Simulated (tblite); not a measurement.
# C5H10N2: the cost of one run

Programs: tblite 0.8.0 and PySCF 2.14.0, with routines of our own; each step states its level. All values are computed. Atoms count from 0.

## Step 1: The system as given

17 atoms, charge 0, multiplicity 1; geometry from: start built from the parent or by distance geometry.

## Step 2: Optimising the geometry with GFN2-xTB

Job settings and geometry (Å):

```
{"job": {"kind": "relax", "xc": "GFN2-xTB", "basis": "xTB"}, "charge": 0, "multiplicity": 1}
C     -2.022400     1.780800    -0.027900
C     -0.890000     1.202200     0.262800
C     -0.584000    -0.270300     0.067800
C     -1.782200    -1.180300    -0.150000
N      0.573700    -0.816300     0.054000
N      1.665200    -0.005800     0.127800
C      2.956100    -0.666300     0.033300
H     -2.166000     2.855100     0.178600
H     -2.860900     1.252800    -0.478800
H     -0.088500     1.766700     0.743100
H     -1.474800    -2.238700     0.002600
H     -2.179400    -1.087100    -1.144400
H     -2.577500    -0.972900     0.614400
H      1.608900     0.864700    -0.393600
H      3.731700     0.077500     0.251900
H      3.074300    -1.066400    -0.945600
H      3.001700    -1.471800     0.784300
```

The run is started by

```bash
$ OMP_NUM_THREADS=1 python redox_run.py task.json out
```

This one command runs all jobs of the session in turn.

Q: Estimate the wall time of this first job on 1 thread of AMD EPYC, shared host.

About 5.1 s.
